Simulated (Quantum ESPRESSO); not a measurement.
PPt:

```
Pt P
1.0
     3.74303    0.00000    0.00000
    -1.87151    3.24156    0.00000
     0.00000    0.00000    6.35374
Pt P
2 2
Direct
  0.33333 0.66667 0.37190
  0.66667 0.33333 0.87190
  0.33333 0.66667 0.00310
  0.66667 0.33333 0.50310
```

The cell comes from a database or a generator and needn't be the stable form of this composition.

Base run:

| Property | Result |
| --- | --- |
| Program | Quantum ESPRESSO 7.5 |
| Functional | PBE |
| Potentials or basis | SSSP 1.3 efficiency PBE |
| Cutoff | 748 eV |
| Density cutoff | 5987 eV |
| k mesh | 8 × 8 × 4 |
| Occupations | fermi-dirac, width 0.05 eV |
| Spin | no spin polarisation |
| Hubbard terms | Pt d U = 2 eV |

Its results: band gap on the k mesh none (metal or under the smearing width); pressure 0.5 GPa; largest force 0.130 eV/Å.

Question: The run is repeated on the same cell with these changes: hubbard terms from Pt d U = 2 eV to Pt d U = 5 eV. What comes out?

Answer: Band gap on the k mesh none (metal or under the smearing width); pressure 1.4 GPa; largest force 0.125 eV/Å.

Caveats: U without spin polarisation on a metal has little footing; the U is typed as a test and isn't derived for this compound.
